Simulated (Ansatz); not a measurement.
# ScZn: the cost of one run

Method: DFT PBEsol, scalar-relativistic, in Ansatz 0.2.0.

### 1 The structure to begin with

It takes space group Pm-3m (No. 221, cubic). The conventional cell has a = 3.350 Å, b = 3.350 Å, c = 3.350 Å, α = 90.00°, β = 90.00°, γ = 90.00°. Sc (site symmetry m-3m) is surrounded by 8 Zn at 2.90 Å. Zn (site symmetry m-3m) is surrounded by 8 Sc at 2.90 Å.

Structure file:

```
CELL_PARAMETERS angstrom
3.35000 0.00000 0.00000
0.00000 3.35000 0.00000
0.00000 0.00000 3.35000
ATOMIC_POSITIONS crystal
Sc 0.00000 0.00000 0.00000
Zn 0.50000 0.50000 0.50000
```

Atoms are numbered in the order of the input: Sc1, Zn2.

### 2 After the deformation

Space group Pm-3m before, P4/mmm after.

### 3 Full-potential LAPW

input.yaml reads:

```yaml
crystal:
  lattice:
    - [3.35, 0.0, 0.0]
    - [0.0, 3.35, 0.0]
    - [0.0, 0.0, 3.283]
  atoms:
    - { symbol: Sc, position: [0.0, 0.0, 0.0] }
    - { symbol: Zn, position: [0.5, 0.5, 0.5] }
kpoints:
  mp_grid: { grid: [10, 10, 10] }
  band_path:
    path:
      - [0.0, 0.0, 0.0]
      - [0.0, 0.5, 0.0]
      - [0.5, 0.5, 0.0]
      - [0.0, 0.0, 0.0]
      - [0.0, 0.0, 0.5]
      - [0.0, 0.5, 0.5]
      - [0.5, 0.5, 0.5]
      - [0.0, 0.0, 0.5]
      - [0.0, 0.5, 0.0]
    npoints: 5
scf:
  occupations: { method: fermi_dirac, width: 0.03 }
hamiltonian:
  xc: pbesol
  pseudopotentials: { kind: all_electron, lapw: { basis_error: 0.0005 } }
output:
  forces: true
  stress: true
  eigenvalues: true
```

Command:

```console
$ ansatz run input.yaml --threads 1 --pin off --max-ram 3072MiB --backend cpu --events-out ev --progress --plain --runs-dir out
```

Q: Estimate wall time and peak memory on 1 thread of Arm Neoverse V1, shared host.

About 26 s, with a peak of 0.48 GiB.
